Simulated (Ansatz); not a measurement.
# C₂H₇AlS₂: up Jacob's ladder to CCSD(T)

The task here is to estimate one member of a computed series from the others.

Method: functionals in def2-TZVPP, the program's frozen cores in correlated methods; program: Ansatz 0.2.0, Gaussian basis.

The runs, in order: LDA (SPW92), PBE-D4, revPBE-D4, BLYP-D4, r2SCAN-D4, B97M-V, PBE0-D4, B3LYP-D4, r2SCANh-D4, r2SCAN0-D4, HSE06-D4, BHLYP-D4, CAM-B3LYP-D4, LC-ωPBE, ωB97X-V, ωB97M-V, B2PLYP, PBE-QIDH; CCSD(T)/def2-SVP; CCSD(T)/def2-TZVPP; MP2/def2-QZVPP; extrapolation to the limit; RPA on PBE.

### The geometry

All runs share one geometry, relaxed beforehand with PBE0-D4 in a triple-zeta def2 set.

12 atoms, charge 0, spin multiplicity 1.

Atoms are counted from 1 here; the program's logs count them from 0.

Bond lengths: C1–Al2 1.954 Å, C1–H6 1.095 Å, C1–H7 1.092 Å, C1–H8 1.095 Å, Al2–S3 2.257 Å, Al2–S4 2.400 Å, Al2–H9 1.583 Å, S3–S4 2.075 Å, S4–C5 1.805 Å, C5–H10 1.089 Å, C5–H11 1.092 Å, C5–H12 1.088 Å. Angles: Al2–C1–H6 109.5°, Al2–C1–H7 113.4°, Al2–C1–H8 111.4°, H6–C1–H7 107.2°, H6–C1–H8 106.7°, H7–C1–H8 108.3°, C1–Al2–S3 118.9°, C1–Al2–S4 113.1°, C1–Al2–H9 123.5°, S3–Al2–S4 52.8°, S3–Al2–H9 115.8°, S4–Al2–H9 109.9°, Al2–S3–S4 67.1°, Al2–S4–S3 60.1°, Al2–S4–C5 105.5°, S3–S4–C5 104.4°, S4–C5–H10 108.8°, S4–C5–H11 106.7° and more.

As a file:

```xyz
12
C2H7AlS2
C    -1.2486    1.0616    0.8188
Al   -0.2027   -0.4598    1.4580
S     2.0337   -0.4536    1.1520
S     1.0262   -1.5588   -0.2865
C     0.9289   -0.4573   -1.7125
H    -1.6665    1.6037    1.6738
H    -0.6635    1.7771    0.2365
H    -2.0973    0.7350    0.2092
H    -0.7558   -1.5296    2.4849
H     1.9317   -0.3091   -2.1107
H     0.3059   -0.9606   -2.4550
H     0.4850    0.4962   -1.4345
```

Set-up of the first run:

File in.yaml:

```yaml
crystal:
  periodic: [false, false, false]
  atoms:
    - {symbol: C, position_ang: [-1.248614, 1.061588, 0.818797]}
    - {symbol: Al, position_ang: [-0.202746, -0.459766, 1.458000]}
    - {symbol: S, position_ang: [2.033726, -0.453639, 1.152009]}
    - {symbol: S, position_ang: [1.026184, -1.558804, -0.286525]}
    - {symbol: C, position_ang: [0.928868, -0.457318, -1.712549]}
    - {symbol: H, position_ang: [-1.666520, 1.603745, 1.673825]}
    - {symbol: H, position_ang: [-0.663520, 1.777142, 0.236502]}
    - {symbol: H, position_ang: [-2.097253, 0.734962, 0.209231]}
    - {symbol: H, position_ang: [-0.755823, -1.529579, 2.484939]}
    - {symbol: H, position_ang: [1.931710, -0.309062, -2.110697]}
    - {symbol: H, position_ang: [0.305927, -0.960610, -2.455003]}
    - {symbol: H, position_ang: [0.484961, 0.496240, -1.434531]}
basis:
  gaussian: {orbitals: def2-TZVPP}
hamiltonian: {xc: lda}
output: {orbitals: {seedname: orbitals}}
```

The run is started by

```bash
ansatz run in.yaml --threads 4 --pin off --events-out ev --progress --plain --max-ram 10444MiB
```

Steps of the session up to this table: LDA; PBE-D4 (GGA); revPBE-D4 (GGA); BLYP-D4 (GGA); r2SCAN-D4 (meta-GGA); B97M-V (meta-GGA); B3LYP-D4 (hybrid); r2SCANh-D4 (hybrid); r2SCAN0-D4 (hybrid); HSE06-D4 (hybrid); BHLYP-D4 (hybrid); CAM-B3LYP-D4 (range-separated); LC-ωPBE (range-separated); ωB97X-V (range-separated); ωB97M-V (range-separated); B2PLYP (double hybrid); PBE-QIDH (double hybrid).

One table of the session follows, with a row left open; its other results are not shown here.

It belongs to the step «Orbital energies across the functionals». 

| functional | HOMO (eV) | gap (eV) |
| --- | --- | --- |
| LDA (SPW92) | -5.94 | 3.70 |
| PBE-D4 | -5.82 | 3.79 |
| revPBE-D4 | -5.78 | 3.82 |
| BLYP-D4 | -5.65 | 3.75 |
| r2SCAN-D4 | -6.07 | 4.22 |
| B97M-V | -6.17 | 4.40 |
| PBE0-D4 | -6.98 | 5.94 |
| B3LYP-D4 | -6.74 | 5.47 |
| r2SCANh-D4 | -6.50 | 5.01 |
| r2SCAN0-D4 | -7.14 | 6.20 |
| HSE06-D4 | -6.58 | 5.16 |
| BHLYP-D4 | -8.00 | 8.02 |
| CAM-B3LYP-D4 | -8.25 | 8.34 |
| LC-ωPBE | ? | ? |
| ωB97X-V | -9.27 | 10.42 |
| ωB97M-V | -9.10 | 10.08 |

Q: Estimate the row for LC-ωPBE from the others.

The run gave: HOMO (eV): -9.61; gap (eV): 10.90. In the column «HOMO (eV)» it is the lowest.
